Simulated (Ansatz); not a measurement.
# C2H7Cl2NSi2: up Jacob's ladder to CCSD(T)

One table from this session's results is given with a row withheld; the runs are named, their logs left out.

The runs use Ansatz 0.2.0, Gaussian basis; functionals in def2-TZVPP, the program's frozen cores in correlated methods.

Levels to be run: PBE-D4, r2SCAN-D4, PBE0-D4, B3LYP-D4, ωB97X-V, ωB97M-V, B2PLYP; CCSD(T)/def2-TZVPP; MP2/def2-QZVPP; extrapolation to the limit.

## The geometry

An earlier PBE0-D4 in a triple-zeta def2 set relaxation fixed the geometry.

SMILES `C=CN([SiH2]Cl)[SiH2]Cl`, 14 atoms, charge 0, spin multiplicity 1.

Atoms are counted from 1 here; the program's logs count them from 0.

Bond lengths: C1–C2 1.331 Å, C1–H8 1.085 Å, C1–H9 1.081 Å, C2–N3 1.404 Å, C2–H10 1.087 Å, N3–Si4 1.733 Å, N3–Si6 1.741 Å, Si4–Cl5 2.054 Å, Si4–H11 1.473 Å, Si4–H12 1.479 Å, Si6–Cl7 2.048 Å, Si6–H13 1.479 Å, Si6–H14 1.479 Å. Angles: C2–C1–H8 123.7°, C2–C1–H9 119.6°, H8–C1–H9 116.7°, C1–C2–N3 126.5°, C1–C2–H10 119.1°, N3–C2–H10 114.3°, C2–N3–Si4 118.2°, C2–N3–Si6 116.5°, Si4–N3–Si6 124.9°, N3–Si4–Cl5 112.1°, N3–Si4–H11 111.2°, N3–Si4–H12 106.3°, Cl5–Si4–H11 107.4°, Cl5–Si4–H12 107.3°, H11–Si4–H12 112.6°, N3–Si6–Cl7 107.8°, N3–Si6–H13 110.9°, N3–Si6–H14 110.7° and more.

Set-up of the first run:

The input, in.yaml:

```yaml
crystal:
  periodic: [false, false, false]
  atoms:
    - {symbol: C, position_ang: [-1.706537, 1.428177, -0.078142]}
    - {symbol: C, position_ang: [-0.435558, 1.148917, -0.357754]}
    - {symbol: N, position_ang: [0.215559, -0.077962, -0.151758]}
    - {symbol: Si, position_ang: [1.896646, -0.191378, -0.557192]}
    - {symbol: Cl, position_ang: [3.105211, 0.057874, 1.085189]}
    - {symbol: Si, position_ang: [-0.700265, -1.316324, 0.659407]}
    - {symbol: Cl, position_ang: [0.540188, -2.918871, 0.954463]}
    - {symbol: H, position_ang: [-2.398862, 0.713521, 0.353704]}
    - {symbol: H, position_ang: [-2.094564, 2.415038, -0.287542]}
    - {symbol: H, position_ang: [0.191455, 1.920264, -0.796946]}
    - {symbol: H, position_ang: [2.215771, -1.503859, -1.144816]}
    - {symbol: H, position_ang: [2.175683, 0.927543, -1.482924]}
    - {symbol: H, position_ang: [-1.837470, -1.762363, -0.174926]}
    - {symbol: H, position_ang: [-1.167246, -0.840566, 1.979255]}
basis:
  gaussian: {orbitals: def2-TZVPP}
hamiltonian: {xc: pbe, dispersion: d4}
output: {forces: true, orbitals: {seedname: orbitals}}
```

Command:

```bash
$ ansatz run in.yaml --threads 2 --pin off --events-out ev --progress --plain --max-ram 32768MiB --backend cuda --devices 0, --max-vram 18GiB
```

Among the steps run: PBE-D4 (GGA); r2SCAN-D4 (meta-GGA); PBE0-D4 (hybrid); B3LYP-D4 (hybrid); ωB97X-V (range-separated); ωB97M-V (range-separated); B2PLYP (double hybrid); CCSD(T) in def2-TZVPP; MP2 in def2-QZVPP.

One of the session's tables, all rows but one given; the rest of the session is left out.

It belongs to the step «Atomisation energies». 

| method | atomisation energy (eV) |
| --- | --- |
| PBE-D4 | 53.442 |
| r2SCAN-D4 | 52.813 |
| PBE0-D4 | 52.763 |
| B3LYP-D4 | 52.645 |
| ωB97X-V | 53.026 |
| ωB97M-V | 53.000 |
| B2PLYP | ? |
| HF/def2-TZVPP | 38.675 |
| MP2/def2-TZVPP | 52.135 |
| CCSD/def2-TZVPP | 50.343 |
| CCSD(T)/def2-TZVPP | 51.188 |
| MP2/CBS | 53.709 |
| CCSD(T)/CBS | 52.763 |

**Question.** Estimate the row for B2PLYP.

The run gave: atomisation energy (eV): 51.968. In the column «atomisation energy (eV)» it lies between CCSD(T)/def2-TZVPP (51.188) and MP2/def2-TZVPP (52.135).

Caveats from the session: Free atoms (2 C, 1 N, 2 Si, 2 Cl, 7 H) were run apart at each level; the atomisation energy is their sum less the molecule, without zero-point or spin-orbit terms.
